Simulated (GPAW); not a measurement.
Set up this calculation in GPAW 26.7.0, as an ASE script.

| Quantity | Value |
| --- | --- |
| Task | single point |
| Functional | TB-mBJ |
| Potentials or basis | GPAW PAW data sets for LDA (gpaw-data 1.2.1) |
| Cutoff | 600 eV |
| Basis | pw |
| k mesh | 6 × 6 × 6 |
| Occupations | fermi-dirac, width 0.05 eV |
| Spin | no spin polarisation |
| Maxiter | 150 |

ZrSi2:

```
Zr Si
1.0
     1.85300   -7.36750    0.00000
     1.85300    7.36750    0.00000
     0.00000    0.00000    3.67200
Zr Si
2 4
Cartesian
  1.8530 5.8144 0.9180
  1.8530 -5.8144 2.7540
  1.8530 -3.6896 0.9180
  1.8530 3.6896 2.7540
  1.8530 0.7692 0.9180
  1.8530 -0.7692 2.7540
```

These files were run (other wordings do the same):

run.py

```python
from ase import Atoms
from ase.dft.bandgap import bandgap
from ase.io import write
from gpaw import GPAW, PW

atoms = Atoms(['Zr', 'Zr', 'Si', 'Si', 'Si', 'Si'],
              cell=[[1.853, -7.3675, 0.0],
                    [1.853, 7.3675, 0.0],
                    [0.0, 0.0, 3.672]],
              scaled_positions=[[0.1054, 0.8946, 0.25],
                                [0.8946, 0.1054, 0.75],
                                [0.7504, 0.2496, 0.25],
                                [0.2496, 0.7504, 0.75],
                                [0.4478, 0.5522, 0.25],
                                [0.5522, 0.4478, 0.75]],
              pbc=True)

calc = GPAW(mode=PW(600),
            xc='TB09',
            kpts={'size': (6, 6, 6), 'gamma': True},
            occupations={'name': 'fermi-dirac', 'width': 0.05},
            nbands=38,
            convergence={'density': 1e-05, 'energy': 1e-05},
            eigensolver='cg',
            maxiter=150,
            txt='gpaw.txt')
atoms.calc = calc
energy = atoms.get_potential_energy()
calc.write('gs.gpw')
write('result.traj', atoms)
print('Fermi level:', round(calc.get_fermi_level(), 4), 'eV')
print(f'Gap: {bandgap(calc)[0]:.4f} eV, direct: {bandgap(calc, direct=True)[0]:.4f} eV')
```

Potentials or basis: GPAW PAW data sets for LDA (gpaw-data 1.2.1), pw.

Run with:

```sh
$ OMP_NUM_THREADS=1 python run.py
```

It gave:

```
Band gap on the k mesh : none (metal or under the smearing width)
```

Caveat: a model potential gives levels but no total energy.

It took 19 min on 1 thread of Arm Neoverse V2, with other jobs on the host, peak memory 0.56 GiB.
